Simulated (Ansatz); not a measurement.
# Mg12H: the cost of one run

Method: DFT PBE, plane waves, PAW, scalar-relativistic, no spin polarisation, in Ansatz 0.2.0.

## 1. The system as given

The cell holds 13 atoms (HMg12): a = 6.420 Å, b = 9.630 Å, c = 5.213 Å, α = 90.00°, β = 90.00°, γ = 120.00°.

Structure file:

```xyz
13
Lattice="6.4200 0.0000 0.0000 -4.8150 8.3398 0.0000 0.0000 0.0000 5.2130" Properties=species:S:1:pos:R:3 pbc="T T T"
Mg    0.0000    0.0000    0.0000
Mg    0.0000    1.8533    2.6065
Mg   -1.6050    2.7799    0.0000
Mg   -1.6050    4.6332    2.6065
Mg   -3.2100    5.5599    0.0000
Mg   -3.2100    7.4132    2.6065
Mg    3.2100    0.0000    0.0000
Mg    3.2100    1.8533    2.6065
Mg    1.6050    2.7799    0.0000
Mg    1.6050    4.6332    2.6065
Mg    0.0000    5.5599    0.0000
Mg    0.0000    7.4132    2.6065
H     1.6115    0.9576    1.2931
```

## 2. Relaxing end A

input.yaml reads:

```yaml
crystal:
  lattice:
    - [6.42, 0.0, 0.0]
    - [-4.815, 8.339825, 0.0]
    - [0.0, 0.0, 5.21304]
  atoms:
    - { symbol: Mg, position: [0.0, 0.0, 0.0] }
    - { symbol: Mg, position: [0.1666667, 0.2222222, 0.5] }
    - { symbol: Mg, position: [0.0, 0.3333333, 0.0] }
    - { symbol: Mg, position: [0.1666667, 0.5555556, 0.5] }
    - { symbol: Mg, position: [0.0, 0.6666667, 0.0] }
    - { symbol: Mg, position: [0.1666667, 0.8888889, 0.5] }
    - { symbol: Mg, position: [0.5, 0.0, 0.0] }
    - { symbol: Mg, position: [0.6666667, 0.2222222, 0.5] }
    - { symbol: Mg, position: [0.5, 0.3333333, 0.0] }
    - { symbol: Mg, position: [0.6666667, 0.5555556, 0.5] }
    - { symbol: Mg, position: [0.5, 0.6666667, 0.0] }
    - { symbol: Mg, position: [0.6666667, 0.8888889, 0.5] }
    - { symbol: H, position: [0.3371395, 0.1148264, 0.2480453] }
basis:
  ecutwfc: 420.0
kpoints:
  mp_grid: { grid: [3, 2, 3] }
hamiltonian:
  xc: pbe
scf:
  occupations: { method: gaussian, width: 0.05 }
  lower_state_search: "off"
relax:
  f_tol: 0.03
  max_steps: 60
  adjacent_minimum: "off"
```

On the command line:

```sh
$ ansatz run input.yaml --threads 2 --pin off --max-ram 5120MiB --backend cpu --events-out ev --progress --plain --runs-dir out
```

What time and memory should one allow on 2 threads of INTEL XEON PLATINUM 8581C at 2.10GHz (Emerald Rapids), shared host?

About 10 s, with a peak of 0.65 GiB.
